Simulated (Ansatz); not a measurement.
I need a check of forces and pressure against finite differences of Mg (distorted cell). Use Ansatz 0.2.0, Python API. Use (first run): r2SCAN, PAW, cutoff 650 eV, 7×7×4 k-points, Fermi-Dirac smearing of 0.1 eV.

```yaml
crystal:
  lattice:
    - [3.26389, 0.00010, -0.00531]
    - [-1.63186, 2.77007, 0.01133]
    - [-0.00862, 0.01627, 5.27801]
  atoms:
    - { symbol: Mg, position: [0.32878, 0.66792, 0.25576] }
    - { symbol: Mg, position: [0.66679, 0.33130, 0.74996] }
```

`mg.py`:
```python
"""Do the forces of Mg match the slope of the free energy, distorted."""

import ansatz as az
import numpy as np

VECTORS = np.array([
    [3.26389, 0.0001, -0.00531],
    [-1.63186, 2.77007, 0.01133],
    [-0.00862, 0.01627, 5.27801],
])
SITES = [
    ("Mg", [0.32878, 0.66792, 0.25576]),
    ("Mg", [0.66679, 0.3313, 0.74996]),
]


def make_crystal(cell):
    crystal = az.Crystal(lattice=az.Lattice.of(cell))
    for symbol, position in SITES:
        crystal = crystal.atom(symbol, position)
    return crystal


def main() -> None:
    def solve(crystal):
        return (
            crystal.calculation()
            .occupations(az.OccupationsMethod.FERMI_DIRAC)
            .functional("r2scan")
            .basis(650, xc_grid=2)
            .kpoints(7, 7, 4)
            .scf(tolerance=1e-09)
            .forces()
            .stress()
            .run(threads=1)
        ).report


    centre = solve(make_crystal(VECTORS))
    start = make_crystal(VECTORS)
    # central difference: F = -(E(+h) - E(-h)) / 2h
    print(f"force on atom 1 along z: analytic {centre['forces_ev_ang'][1][2]:.4f} eV/A")
    for h in (0.004, 0.016):
        shift = np.eye(3)[2] * h @ np.linalg.inv(VECTORS)
        plus, minus = (solve(start.move(1, to=np.array(SITES[1][1]) + sign * shift))["lagrangian_ev"] for sign in (1, -1))
        print(f"  step {h} A: numerical {-(plus - minus) / (2 * h):.4f} eV/A")
    # P = -dF/dV; the difference feels the change of the plane-wave count with the cell
    volume = abs(np.linalg.det(VECTORS))
    larger, smaller = (solve(make_crystal(VECTORS * (1 + sign * 0.005) ** (1 / 3)))["lagrangian_ev"] for sign in (1, -1))
    numerical = -(larger - smaller) / (0.01 * volume) * 160.21766
    print(f"pressure: analytic {np.trace(centre['stress_gpa']) / 3:.3f}, numerical {numerical:.3f} GPa")


if __name__ == "__main__":
    main()
```

```console
$ python mg.py
DeckWarning: output.stress: scf.convergence.dr2_threshold = 1e-9 eV is looser than the 2e-10 eV advised for a printed stress (1e-10 eV for each atom of the cell: 2). What an SCF threshold leaves in a stress goes as its square root, and in the free energy as the threshold itself, and one threshold admits the most on a [...]
force on atom 1 along z: analytic 0.0889 eV/A
  step 0.004 A: numerical 0.0889 eV/A
  step 0.016 A: numerical 0.0889 eV/A
pressure: analytic -1.728, numerical -1.728 GPa
```
(Warnings from the package without file and line, shortened.)

What to keep in mind:
- The mesh is modest for a metal, so energies can be off by several to tens of meV an atom and pressures by half a GPa or more; differences at equal mesh fare better.
- Pressure is positive in compression.
- The cell is a database structure, distorted on purpose.
- The central difference errs as the square of the step, so the shorter step is the fairer test; what remains comes from the finite grid and the SCF threshold.
- Hardware and time: 64 s on 1 thread of Arm Neoverse V2, on a shared host, peak memory 0.47 GiB.
